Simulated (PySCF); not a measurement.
# FTa2⁺: edits of the settings

Aim: run a base script for FTa2⁺, then edit it and compare.

Method: method and basis as typed in the scripts; program: PySCF 2.14.0.

6 further runs of the same task are left out: 3 for a known fault of the program, 3 that didn't finish.

### 1 The system as given

FTa2⁺: 3 atoms, charge 1, spin multiplicity 1.

Bond lengths: F1–Ta2 2.037 Å, F1–Ta3 2.037 Å, Ta2–Ta3 2.180 Å. Angles: Ta2–F1–Ta3 64.7°, F1–Ta2–Ta3 57.6°, F1–Ta3–Ta2 57.6°.

Geometry (Å):

```xyz
3

F     0.0000    0.0000   -1.6352
Ta    1.0901    0.0000    0.0856
Ta   -1.0901    0.0000    0.0856
```

### 2 The base run

The input, input.py:

```python
from pyscf import gto, scf, mp

mol = gto.M(
    atom='F 0 0 -1.6352; Ta 1.0901 0 0.0856; Ta -1.0901 0 0.0856',
    basis='lanl2dz',
    ecp={'Ta': 'lanl2dz'},
    charge=1,
    spin=0,
    verbose=4,
)
mf = scf.RHF(mol)
mf.kernel()
mp.MP2(mf, frozen=1).kernel()
mf.dip_moment()
print('orbital energies (hartree):', mf.mo_energy[..., max(0, mol.nelec[1]-3):mol.nelec[0]+3].round(4))
```

Launch:

```bash
$ OMP_NUM_THREADS=1 python input.py
```

Its log is not repeated here.

It gives: E(SCF) = -213.430142 Eh, 15 cycles, E(MP2) − E(SCF) = -0.56229 Eh.

The dipole of an ion depends on the origin.

### 3 Def2-svp

Run 1 changes basis set: lanl2dz → def2-svp. The core potential changes with it: totals don't compare.

input.py, as its differences from that of step 2:

```diff
@@ -4,4 +4,4 @@
     atom='F 0 0 -1.6352; Ta 1.0901 0 0.0856; Ta -1.0901 0 0.0856',
-    basis='lanl2dz',
-    ecp={'Ta': 'lanl2dz'},
+    basis='def2-svp',
+    ecp={'Ta': 'def2-svp'},
     charge=1,
```

Launch:

```bash
$ OMP_NUM_THREADS=1 python input.py
```

Log, cut to the lines that bear on the results:

```text
[lines on the frontier levels of each cycle are left out]
PySCF version 2.14.0

[INPUT] verbose = 4
[INPUT] num. atoms = 3
[INPUT] num. electrons = 34
[INPUT] charge = 1
[INPUT] spin (= nelec alpha-beta = 2S) = 0
[INPUT] symmetry False subgroup None
[INPUT] Mole.unit = angstrom
[INPUT] Symbol           X                Y                Z      unit          X                Y                Z       unit  Magmom
[INPUT]  1 F      0.000000000000   0.000000000000  -1.635200000000 AA    0.000000000000   0.000000000000  -3.090080158889 Bohr   0.0
[INPUT]  2 Ta     1.090100000000   0.000000000000   0.085600000000 AA    2.059990448388   0.000000000000   0.161760556263 Bohr   0.0
[INPUT]  3 Ta    -1.090100000000   0.000000000000   0.085600000000 AA   -2.059990448388   0.000000000000   0.161760556263 Bohr   0.0

nuclear repulsion = 101.80799777415
number of shells = 30
number of NR pGTOs = 138
number of NR cGTOs = 78
basis = def2-svp
ecp = {'Ta': 'def2-svp'}

******** <class 'pyscf.scf.hf.RHF'> ********
method = RHF
initial guess = minao
damping factor = 0
level_shift factor = 0
DIIS = <class 'pyscf.scf.diis.CDIIS'>
diis_start_cycle = 1
diis_space = 8
diis_damp = 0
SCF conv_tol = 1e-09
SCF conv_tol_grad = None
SCF max_cycles = 50
direct_scf = True
direct_scf_tol = 1e-13
Set gradient conv threshold to 3.16228e-05
Initial guess from minao.
init E= -185.719414258891
cycle= 1 E= -211.477326384267  delta_E= -25.8  |g|= 1.11  |ddm|=   11
cycle= 2 E= -211.619809498674  delta_E= -0.142  |g|= 0.597  |ddm|= 2.07
cycle= 3 E= -211.694285877294  delta_E= -0.0745  |g|= 0.078  |ddm|= 0.726
cycle= 4 E= -211.696836655546  delta_E= -0.00255  |g|= 0.0201  |ddm|= 0.137
cycle= 5 E= -211.697725199238  delta_E= -0.000889  |g|= 0.0127  |ddm|= 0.0903
cycle= 6 E= -211.698215614777  delta_E= -0.00049  |g|= 0.00806  |ddm|= 0.075
cycle= 7 E= -211.698417331798  delta_E= -0.000202  |g|= 0.00346  |ddm|= 0.0557
cycle= 8 E= -211.698465050364  delta_E= -4.77e-05  |g|= 0.00129  |ddm|= 0.0318
cycle= 9 E= -211.698469452811  delta_E= -4.4e-06  |g|= 0.00063  |ddm|= 0.00789
cycle= 10 E= -211.698470454209  delta_E= -1e-06  |g|= 0.000259  |ddm|= 0.00399
cycle= 11 E= -211.69847061887  delta_E= -1.65e-07  |g|= 0.000122  |ddm|= 0.00141
cycle= 12 E= -211.698470669051  delta_E= -5.02e-08  |g|= 5.93e-05  |ddm|= 0.000856
cycle= 13 E= -211.698470679048  delta_E= -1e-08  |g|= 3.5e-05  |ddm|= 0.000286
cycle= 14 E= -211.698470682966  delta_E= -3.92e-09  |g|= 1.79e-05  |ddm|= 0.000214
cycle= 15 E= -211.698470684039  delta_E= -1.07e-09  |g|= 6.99e-06  |ddm|= 0.000137
cycle= 16 E= -211.698470684141  delta_E= -1.02e-10  |g|= 4.19e-06  |ddm|= 3.62e-05
Extra cycle  E= -211.698470684157  delta_E= -1.68e-11  |g|= 5.02e-06  |ddm|= 1.29e-05
converged SCF energy = -211.698470684157

******** <class 'pyscf.mp.mp2.RMP2'> ********
nocc = 16, nmo = 77
frozen orbitals 1
E(RMP2) = -212.562567539242  E_corr = -0.864096855085004
E(SCS-RMP2) = -212.486137758789  E_corr = -0.78766707463155
E_corr(same-spin) = -0.287595174773602
E_corr(oppo-spin) = -0.576501680311402

WARN: System has nonzero charge 1; the dipole moment is origin-dependent.
Location of origin: [0. 0. 0.]

Dipole moment(X, Y, Z, Debye): -0.00006,  0.00000,  1.96594
orbital energies (hartree): [-0.4861 -0.4716 -0.4274 -0.1801 -0.1304 -0.124 ]
```

Run time: 2.9 s. Hardware: 1 thread of Arm Neoverse N1, shared host; peak memory 0.18 GiB.

This run: E(SCF) = -211.698471 Eh, E(MP2) − E(SCF) = -0.86410 Eh.

### 4 Coordinates × 1.25

Run 2 changes geometry: coordinates × 1 → coordinates × 1.25.

input.py, as its differences from that of step 2:

```diff
@@ -3,3 +3,3 @@
 mol = gto.M(
-    atom='F 0 0 -1.6352; Ta 1.0901 0 0.0856; Ta -1.0901 0 0.0856',
+    atom='F 0 0 -2.044; Ta 1.3626 0 0.107; Ta -1.3626 0 0.107',
     basis='lanl2dz',
```

Launch:

```bash
$ OMP_NUM_THREADS=1 python input.py
```

Log:

```text
PySCF version 2.14.0

[INPUT] verbose = 4
[INPUT] num. atoms = 3
[INPUT] num. electrons = 34
[INPUT] charge = 1
[INPUT] spin (= nelec alpha-beta = 2S) = 0
[INPUT] symmetry False subgroup None
[INPUT] Mole.unit = angstrom
[INPUT] Symbol           X                Y                Z      unit          X                Y                Z       unit  Magmom
[INPUT]  1 F      0.000000000000   0.000000000000  -2.044000000000 AA    0.000000000000   0.000000000000  -3.862600198611 Bohr   0.0
[INPUT]  2 Ta     1.362600000000   0.000000000000   0.107000000000 AA    2.574940817332   0.000000000000   0.202200695328 Bohr   0.0
[INPUT]  3 Ta    -1.362600000000   0.000000000000   0.107000000000 AA   -2.574940817332   0.000000000000   0.202200695328 Bohr   0.0

nuclear repulsion = 81.4472558112271
number of shells = 19
number of NR pGTOs = 101
number of NR cGTOs = 53
basis = lanl2dz
ecp = {'Ta': 'lanl2dz'}

******** <class 'pyscf.scf.hf.RHF'> ********
method = RHF
initial guess = minao
damping factor = 0
level_shift factor = 0
DIIS = <class 'pyscf.scf.diis.CDIIS'>
diis_start_cycle = 1
diis_space = 8
diis_damp = 0
SCF conv_tol = 1e-09
SCF conv_tol_grad = None
SCF max_cycles = 50
direct_scf = True
direct_scf_tol = 1e-13
Set gradient conv threshold to 3.16228e-05
Initial guess from minao.
init E= -217.061032669325
  HOMO = 0.0670278245322828  LUMO = 0.0849459058725782  gap/eV = 0.48758
cycle= 1 E= -209.211146733155  delta_E= 7.85  |g|= 1.96  |ddm|= 7.82
  HOMO = -1.18801928527866  LUMO = -1.18241375163853  gap/eV = 0.15253
cycle= 2 E= -200.44981928172  delta_E= 8.76  |g|= 3.79  |ddm|= 9.08
  HOMO = -0.748299666948944  LUMO = -0.723892775483078  gap/eV = 0.66415
cycle= 3 E= -212.580150649501  delta_E= -12.1  |g|= 1.59  |ddm|= 4.83
  HOMO = -0.515775539847089  LUMO = -0.383961642767106  gap/eV = 3.58684
cycle= 4 E= -213.084256507524  delta_E= -0.504  |g|= 0.709  |ddm|= 0.908
  HOMO = -0.399806945683409  LUMO = -0.222694367732242  gap/eV = 4.81948
cycle= 5 E= -213.243267313616  delta_E= -0.159  |g|= 0.0685  |ddm|= 0.887
  HOMO = -0.402566196442963  LUMO = -0.222973067916875  gap/eV = 4.88698
cycle= 6 E= -213.250698277911  delta_E= -0.00743  |g|= 0.0398  |ddm|= 0.216
  HOMO = -0.410023106941111  LUMO = -0.229071083058125  gap/eV = 4.92396
cycle= 7 E= -213.255455346379  delta_E= -0.00476  |g|= 0.0277  |ddm|= 0.184
  HOMO = -0.410336894015543  LUMO = -0.228529550832695  gap/eV = 4.94723
cycle= 8 E= -213.260027854095  delta_E= -0.00457  |g|= 0.0212  |ddm|= 0.228
  HOMO = -0.408944726168236  LUMO = -0.226427597320121  gap/eV = 4.96654
cycle= 9 E= -213.26395184057  delta_E= -0.00392  |g|= 0.014  |ddm|= 0.277
  HOMO = -0.410117776271844  LUMO = -0.226024782793136  gap/eV = 5.00943
cycle= 10 E= -213.26585231504  delta_E= -0.0019  |g|= 0.00902  |ddm|= 0.216
  HOMO = -0.410171691180004  LUMO = -0.225582518352939  gap/eV = 5.02293
cycle= 11 E= -213.266612189042  delta_E= -0.00076  |g|= 0.00503  |ddm|= 0.143
  HOMO = -0.410216054988935  LUMO = -0.225000298934658  gap/eV = 5.03998
cycle= 12 E= -213.266782593329  delta_E= -0.00017  |g|= 0.00306  |ddm|= 0.0666
  HOMO = -0.409846668553396  LUMO = -0.22466557622466  gap/eV = 5.03903
cycle= 13 E= -213.266848598781  delta_E= -6.6e-05  |g|= 0.0019  |ddm|= 0.0378
  HOMO = -0.409940253403699  LUMO = -0.224581239049215  gap/eV = 5.04388
cycle= 14 E= -213.266856799717  delta_E= -8.2e-06  |g|= 0.00294  |ddm|= 0.0122
  HOMO = -0.410002356945763  LUMO = -0.22454469341831  gap/eV = 5.04656
cycle= 15 E= -213.266862184986  delta_E= -5.39e-06  |g|= 0.000729  |ddm|= 0.00688
  HOMO = -0.410044981261271  LUMO = -0.224528367741131  gap/eV = 5.04816
cycle= 16 E= -213.266863789509  delta_E= -1.6e-06  |g|= 0.000391  |ddm|= 0.00562
  HOMO = -0.410043025318966  LUMO = -0.224560948888775  gap/eV = 5.04722
cycle= 17 E= -213.266864410127  delta_E= -6.21e-07  |g|= 0.000278  |ddm|= 0.00254
  HOMO = -0.410055354374758  LUMO = -0.224581830240483  gap/eV = 5.04699
cycle= 18 E= -213.266864955502  delta_E= -5.45e-07  |g|= 0.0002  |ddm|= 0.00278
  HOMO = -0.410066163464937  LUMO = -0.224604058136185  gap/eV = 5.04668
cycle= 19 E= -213.26686534871  delta_E= -3.93e-07  |g|= 0.000122  |ddm|= 0.003
  HOMO = -0.410079268837112  LUMO = -0.224626864868406  gap/eV = 5.04642
cycle= 20 E= -213.266865513626  delta_E= -1.65e-07  |g|= 5.66e-05  |ddm|= 0.00263
  HOMO = -0.410086738605829  LUMO = -0.224638667908372  gap/eV = 5.04630
cycle= 21 E= -213.266865532854  delta_E= -1.92e-08  |g|= 2.88e-05  |ddm|= 0.001
  HOMO = -0.410087653023052  LUMO = -0.22464264280879  gap/eV = 5.04622
cycle= 22 E= -213.266865538465  delta_E= -5.61e-09  |g|= 2.02e-05  |ddm|= 0.000308
  HOMO = -0.410088379236906  LUMO = -0.224645373457466  gap/eV = 5.04616
cycle= 23 E= -213.266865541937  delta_E= -3.47e-09  |g|= 2.22e-05  |ddm|= 0.000239
  HOMO = -0.410088486287536  LUMO = -0.224645359390839  gap/eV = 5.04616
cycle= 24 E= -213.266865541347  delta_E= 5.89e-10  |g|= 2.8e-05  |ddm|= 3.22e-05
  HOMO = -0.410088247670883  LUMO = -0.224645408786315  gap/eV = 5.04616
Extra cycle  E= -213.266865541494  delta_E= -1.47e-10  |g|= 7.56e-05  |ddm|= 0.000122
converged SCF energy = -213.266865541494

******** <class 'pyscf.mp.mp2.RMP2'> ********
nocc = 16, nmo = 52
frozen orbitals 1
E(RMP2) = -214.010402528063  E_corr = -0.743536986568594
E(SCS-RMP2) = -213.944905173062  E_corr = -0.678039631567689
E_corr(same-spin) = -0.247159329593797
E_corr(oppo-spin) = -0.496377656974797

WARN: System has nonzero charge 1; the dipole moment is origin-dependent.
Location of origin: [0. 0. 0.]

Dipole moment(X, Y, Z, Debye): -0.00126, -0.00000,  4.07379
orbital energies (hartree): [-0.4442 -0.4389 -0.4101 -0.2246 -0.1794 -0.1626]
```

It took 1.8 s on 1 thread of Arm Neoverse N1, shared host.

Outcome: E(SCF) = -213.266866 Eh (+4.4430 eV from the base), E(MP2) − E(SCF) = -0.74354 Eh.

### 5 Convergence threshold 1e-13 hartree

Run 3 changes convergence threshold: default → 1e-13 hartree.

input.py, as its differences from that of step 2:

```diff
@@ -11,2 +11,3 @@
 mf = scf.RHF(mol)
+mf.conv_tol = 1e-13
 mf.kernel()
```

Launch:

```bash
$ OMP_NUM_THREADS=1 python input.py
```

Log:

```text
PySCF version 2.14.0

[INPUT] verbose = 4
[INPUT] num. atoms = 3
[INPUT] num. electrons = 34
[INPUT] charge = 1
[INPUT] spin (= nelec alpha-beta = 2S) = 0
[INPUT] symmetry False subgroup None
[INPUT] Mole.unit = angstrom
[INPUT] Symbol           X                Y                Z      unit          X                Y                Z       unit  Magmom
[INPUT]  1 F      0.000000000000   0.000000000000  -1.635200000000 AA    0.000000000000   0.000000000000  -3.090080158889 Bohr   0.0
[INPUT]  2 Ta     1.090100000000   0.000000000000   0.085600000000 AA    2.059990448388   0.000000000000   0.161760556263 Bohr   0.0
[INPUT]  3 Ta    -1.090100000000   0.000000000000   0.085600000000 AA   -2.059990448388   0.000000000000   0.161760556263 Bohr   0.0

nuclear repulsion = 101.80799777415
number of shells = 19
number of NR pGTOs = 101
number of NR cGTOs = 53
basis = lanl2dz
ecp = {'Ta': 'lanl2dz'}

******** <class 'pyscf.scf.hf.RHF'> ********
method = RHF
initial guess = minao
damping factor = 0
level_shift factor = 0
DIIS = <class 'pyscf.scf.diis.CDIIS'>
diis_start_cycle = 1
diis_space = 8
diis_damp = 0
SCF conv_tol = 1e-13
SCF conv_tol_grad = None
SCF max_cycles = 50
direct_scf = True
direct_scf_tol = 1e-13
Set gradient conv threshold to 3.16228e-07
Initial guess from minao.
init E= -217.507605958487
  HOMO = 0.0670500138058492  LUMO = 0.0867557743561976  gap/eV = 0.53622
cycle= 1 E= -208.348541746173  delta_E= 9.16  |g|= 2.14  |ddm|= 18.9
  HOMO = -1.39160856672488  LUMO = -1.32687334379525  gap/eV = 1.76154
cycle= 2 E= -209.127728736651  delta_E= -0.779  |g|= 4.22  |ddm|=   19
  HOMO = -0.989746995331931  LUMO = -0.902850404576565  gap/eV = 2.36458
cycle= 3 E= -213.020421034421  delta_E= -3.89  |g|= 1.04  |ddm|= 2.75
  HOMO = -0.565517573480792  LUMO = -0.336048875944588  gap/eV = 6.24416
cycle= 4 E= -213.347425098697  delta_E= -0.327  |g|= 0.406  |ddm|= 1.09
  HOMO = -0.448410813731178  LUMO = -0.205378876923755  gap/eV = 6.61324
cycle= 5 E= -213.422992896645  delta_E= -0.0756  |g|= 0.0981  |ddm|= 0.588
  HOMO = -0.424580731640331  LUMO = -0.176278910539473  gap/eV = 6.75664
cycle= 6 E= -213.429514506209  delta_E= -0.00652  |g|= 0.0192  |ddm|= 0.222
  HOMO = -0.429290074337716  LUMO = -0.179906562062969  gap/eV = 6.78607
cycle= 7 E= -213.429871258275  delta_E= -0.000357  |g|= 0.0096  |ddm|= 0.0387
  HOMO = -0.432462821934246  LUMO = -0.182045258396126  gap/eV = 6.81421
cycle= 8 E= -213.430062041365  delta_E= -0.000191  |g|= 0.00427  |ddm|= 0.0368
  HOMO = -0.433025567938468  LUMO = -0.182224532114205  gap/eV = 6.82464
cycle= 9 E= -213.430126924632  delta_E= -6.49e-05  |g|= 0.00181  |ddm|= 0.0267
  HOMO = -0.432868884050279  LUMO = -0.182101004869264  gap/eV = 6.82374
cycle= 10 E= -213.430138892844  delta_E= -1.2e-05  |g|= 0.000815  |ddm|= 0.0117
  HOMO = -0.432862160775736  LUMO = -0.182075567378316  gap/eV = 6.82425
cycle= 11 E= -213.430141741405  delta_E= -2.85e-06  |g|= 0.000324  |ddm|= 0.00644
  HOMO = -0.432844148467778  LUMO = -0.182057715789732  gap/eV = 6.82425
cycle= 12 E= -213.430142142752  delta_E= -4.01e-07  |g|= 0.000125  |ddm|= 0.00247
  HOMO = -0.432830748992169  LUMO = -0.18204823585183  gap/eV = 6.82414
cycle= 13 E= -213.430142192326  delta_E= -4.96e-08  |g|= 3.09e-05  |ddm|= 0.000958
  HOMO = -0.432829004269284  LUMO = -0.182046605811877  gap/eV = 6.82414
cycle= 14 E= -213.430142194574  delta_E= -2.25e-09  |g|= 1.27e-05  |ddm|= 0.000171
  HOMO = -0.432830436408224  LUMO = -0.182047418447812  gap/eV = 6.82415
cycle= 15 E= -213.430142194801  delta_E= -2.27e-10  |g|= 1.54e-05  |ddm|= 4.89e-05
  HOMO = -0.4328308053234  LUMO = -0.182047640690522  gap/eV = 6.82416
cycle= 16 E= -213.43014219491  delta_E= -1.09e-10  |g|= 5.55e-06  |ddm|= 2.27e-05
  HOMO = -0.43283103912832  LUMO = -0.182047867599531  gap/eV = 6.82416
cycle= 17 E= -213.430142194971  delta_E= -6.15e-11  |g|= 1.67e-06  |ddm|= 2.8e-05
  HOMO = -0.432830943694841  LUMO = -0.182047849624357  gap/eV = 6.82416
cycle= 18 E= -213.430142194979  delta_E= -7.73e-12  |g|= 4.94e-07  |ddm|= 1.05e-05
  HOMO = -0.432830934073611  LUMO = -0.182047844585989  gap/eV = 6.82416
cycle= 19 E= -213.43014219498  delta_E= -1.02e-12  |g|= 1.81e-07  |ddm|= 2.65e-06
  HOMO = -0.432830901284097  LUMO = -0.182047824120886  gap/eV = 6.82416
cycle= 20 E= -213.43014219498  delta_E= 4.55e-13  |g|= 5.09e-08  |ddm|= 9.3e-07
  HOMO = -0.432830900778718  LUMO = -0.182047822971736  gap/eV = 6.82416
cycle= 21 E= -213.430142194979  delta_E= 4.55e-13  |g|= 3.12e-08  |ddm|= 1.49e-07
  HOMO = -0.432830900762433  LUMO = -0.182047822697264  gap/eV = 6.82416
cycle= 22 E= -213.430142194981  delta_E= -1.25e-12  |g|= 2.42e-08  |ddm|= 5.16e-08
  HOMO = -0.432830900974214  LUMO = -0.182047822742422  gap/eV = 6.82416
cycle= 23 E= -213.430142194979  delta_E= 1.48e-12  |g|= 2.25e-08  |ddm|= 2.71e-08
  HOMO = -0.432830901022136  LUMO = -0.182047822424572  gap/eV = 6.82416
cycle= 24 E= -213.43014219498  delta_E= -6.82e-13  |g|= 1.81e-08  |ddm|= 5.69e-08
  HOMO = -0.432830900681068  LUMO = -0.182047822201215  gap/eV = 6.82416
cycle= 25 E= -213.43014219498  delta_E= -2.27e-13  |g|= 1.55e-08  |ddm|= 1.7e-08
  HOMO = -0.432830900776555  LUMO = -0.182047822365718  gap/eV = 6.82416
cycle= 26 E= -213.430142194981  delta_E= -7.96e-13  |g|= 1.45e-08  |ddm|= 2.06e-08
  HOMO = -0.432830900608382  LUMO = -0.182047822270798  gap/eV = 6.82416
cycle= 27 E= -213.430142194979  delta_E= 1.71e-12  |g|= 1.39e-08  |ddm|= 7.98e-09
  HOMO = -0.432830901016555  LUMO = -0.182047822569599  gap/eV = 6.82416
cycle= 28 E= -213.43014219498  delta_E= -5.68e-13  |g|= 1.49e-08  |ddm|= 2.55e-08
  HOMO = -0.432830900538567  LUMO = -0.182047822226473  gap/eV = 6.82416
cycle= 29 E= -213.43014219498  delta_E= -6.82e-13  |g|= 1.29e-08  |ddm|= 2.24e-08
  HOMO = -0.43283090030366  LUMO = -0.182047822051334  gap/eV = 6.82416
cycle= 30 E= -213.430142194981  delta_E= -4.55e-13  |g|= 1.18e-08  |ddm|= 1.36e-08
  HOMO = -0.432830900141658  LUMO = -0.182047821924089  gap/eV = 6.82416
cycle= 31 E= -213.430142194979  delta_E= 1.53e-12  |g|= 1.09e-08  |ddm|= 1.07e-08
  HOMO = -0.432830900004195  LUMO = -0.182047821801891  gap/eV = 6.82416
cycle= 32 E= -213.43014219498  delta_E= -5.12e-13  |g|= 1e-08  |ddm|= 1.03e-08
  HOMO = -0.432830899962767  LUMO = -0.182047821748212  gap/eV = 6.82416
cycle= 33 E= -213.430142194981  delta_E= -7.39e-13  |g|= 9.53e-09  |ddm|= 7.2e-09
  HOMO = -0.43283089993629  LUMO = -0.182047821707146  gap/eV = 6.82416
cycle= 34 E= -213.43014219498  delta_E= 6.25e-13  |g|= 8.95e-09  |ddm|= 6.4e-09
  HOMO = -0.432830899908719  LUMO = -0.182047821659511  gap/eV = 6.82416
cycle= 35 E= -213.430142194979  delta_E= 5.68e-13  |g|= 8.47e-09  |ddm|= 6.11e-09
  HOMO = -0.432830899876992  LUMO = -0.182047821609112  gap/eV = 6.82416
cycle= 36 E= -213.43014219498  delta_E= -4.55e-13  |g|= 8.03e-09  |ddm|= 6.03e-09
  HOMO = -0.432830899796725  LUMO = -0.182047821526812  gap/eV = 6.82416
cycle= 37 E= -213.43014219498  delta_E= -1.14e-13  |g|= 7.46e-09  |ddm|= 7.41e-09
  HOMO = -0.432830899738677  LUMO = -0.182047821463195  gap/eV = 6.82416
cycle= 38 E= -213.430142194979  delta_E= 7.96e-13  |g|= 6.99e-09  |ddm|= 6.23e-09
  HOMO = -0.432830899690188  LUMO = -0.182047821407368  gap/eV = 6.82416
cycle= 39 E= -213.43014219498  delta_E= -9.09e-13  |g|= 6.58e-09  |ddm|= 5.59e-09
  HOMO = -0.432830899647888  LUMO = -0.182047821356489  gap/eV = 6.82416
cycle= 40 E= -213.430142194979  delta_E= 1.36e-12  |g|= 6.21e-09  |ddm|= 5.14e-09
  HOMO = -0.432830899611941  LUMO = -0.182047821310441  gap/eV = 6.82416
cycle= 41 E= -213.430142194979  delta_E= -4.55e-13  |g|= 5.88e-09  |ddm|= 4.7e-09
  HOMO = -0.432830899577828  LUMO = -0.182047821265506  gap/eV = 6.82416
cycle= 42 E= -213.43014219498  delta_E= -6.82e-13  |g|= 5.55e-09  |ddm|= 4.53e-09
  HOMO = -0.432830899544497  LUMO = -0.182047821221035  gap/eV = 6.82416
cycle= 43 E= -213.43014219498  delta_E= -3.98e-13  |g|= 5.24e-09  |ddm|= 4.33e-09
  HOMO = -0.432830899512748  LUMO = -0.182047821178157  gap/eV = 6.82416
cycle= 44 E= -213.43014219498  delta_E= 1.14e-13  |g|= 4.94e-09  |ddm|= 4.17e-09
  HOMO = -0.432830899482457  LUMO = -0.182047821136969  gap/eV = 6.82416
cycle= 45 E= -213.43014219498  delta_E= -5.68e-14  |g|= 4.65e-09  |ddm|= 4.01e-09
  HOMO = -0.432830899382822  LUMO = -0.182047820983946  gap/eV = 6.82416
Extra cycle  E= -213.43014219498  delta_E= -2.84e-13  |g|= 3.58e-09  |ddm|= 1.55e-08
converged SCF energy = -213.43014219498

******** <class 'pyscf.mp.mp2.RMP2'> ********
nocc = 16, nmo = 52
frozen orbitals 1
E(RMP2) = -213.992434619316  E_corr = -0.562292424335718
E(SCS-RMP2) = -213.944667464048  E_corr = -0.514525269067507
E_corr(same-spin) = -0.184875738617716
E_corr(oppo-spin) = -0.377416685718002

WARN: System has nonzero charge 1; the dipole moment is origin-dependent.
Location of origin: [0. 0. 0.]

Dipole moment(X, Y, Z, Debye): -0.00000,  0.00000,  2.18802
orbital energies (hartree): [-0.4965 -0.4795 -0.4328 -0.182  -0.137  -0.1305]
```

It took 2.1 s on 1 thread of Arm Neoverse N1, shared host.

Outcome: E(SCF) = -213.430142 Eh (no change), 45 cycles, E(MP2) − E(SCF) = -0.56229 Eh.

### 6 Comparison

```csv
run,E(SCF) (hartree),from base (eV),cycles,gap (eV),after the SCF
base,-213.430142,0,15,6.82,"MP2 correlation -15.301 eV, core frozen"
def2-svp,-211.698471,not comparable,16,6.73,"MP2 correlation -23.513 eV, core frozen"
coordinates × 1.25,-213.266866,+4.4430,24,5.05,"MP2 correlation -20.233 eV, core frozen"
convergence threshold 1e-13 hartree,-213.430142,0.0000,45,6.82,"MP2 correlation -15.301 eV, core frozen"
```

Distance from each run's final energy (log10 hartree) by cycle:

```csv
run,cycle 1,cycle 2,cycle 3,cycle 5,cycle 8,cycle 12
base,0.7,0.6,-0.4,-2.1,-4.1,-7.3
def2-svp,-0.7,-1.1,-2.4,-3.1,-5.2,-7.8
coordinates × 1.25,0.6,1.1,-0.2,-1.6,-2.2,-4.1
convergence threshold 1e-13 hartree,0.7,0.6,-0.4,-2.1,-4.1,-7.3
```

**Reading.** With convergence threshold 1e-13 hartree the SCF ends at the base energy. With coordinates × 1.25 the frontier gap moves by over 1.5 eV, which can mean another electronic state rather than the bond length alone.
